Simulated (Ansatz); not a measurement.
# BFH3NO: the cost of one run

All numbers below are computed with Ansatz 0.2.0 (RKS BHLYP/cc-pVDZ).

## 1. The starting structure

Bond lengths: B1–O2 1.410 Å, O2–H3 1.010 Å, B1–N4 1.550 Å, N4–H5 1.060 Å, N4–H6 1.060 Å, B1–F7 1.320 Å. Angles: B1–O2–H3 109.5°, O2–B1–N4 120.0°, O2–B1–F7 120.0°, N4–B1–F7 120.0°, B1–N4–H5 120.0°, B1–N4–H6 120.0°, H5–N4–H6 120.0°.

Structure file:

```xyz
7

B     0.0000    0.0000    0.0000
O     0.0000    0.0000    1.4100
H    -0.9095   -0.2814    1.7471
N     1.3423    0.0000   -0.7750
H     1.8089   -0.9179   -1.0268
H     1.7937    0.9179   -1.0532
F    -1.1431    0.0000   -0.6600
```

## 2. Relaxing the start

Contents of input.yaml:

```yaml
crystal:
  periodic: [false, false, false]
  atoms:
    - { symbol: B, position_ang: [0.0, 0.0, 0.0] }
    - { symbol: O, position_ang: [0.0, 0.0, 1.41] }
    - { symbol: H, position_ang: [-0.9095, -0.2814, 1.7471] }
    - { symbol: "N", position_ang: [1.3423, 0.0, -0.775] }
    - { symbol: H, position_ang: [1.8089, -0.9179, -1.0268] }
    - { symbol: H, position_ang: [1.7937, 0.9179, -1.0532] }
    - { symbol: F, position_ang: [-1.1431, 0.0, -0.66] }
basis:
  gaussian: { orbitals: cc-pVDZ }
hamiltonian:
  xc: { name: BHLYP }
relax:
  f_tol: 0.02
  max_steps: 40
output:
  orbitals: {}
```

Launch:

```
$ ansatz run input.yaml --threads 1 --pin off --max-ram 2048MiB --backend cpu --events-out ev --progress --plain --runs-dir out
```

**Question.** How long does this run take on 1 thread of Arm Neoverse V1, shared host, and how much memory does it need?

About 23 s, with a peak of 0.16 GiB.
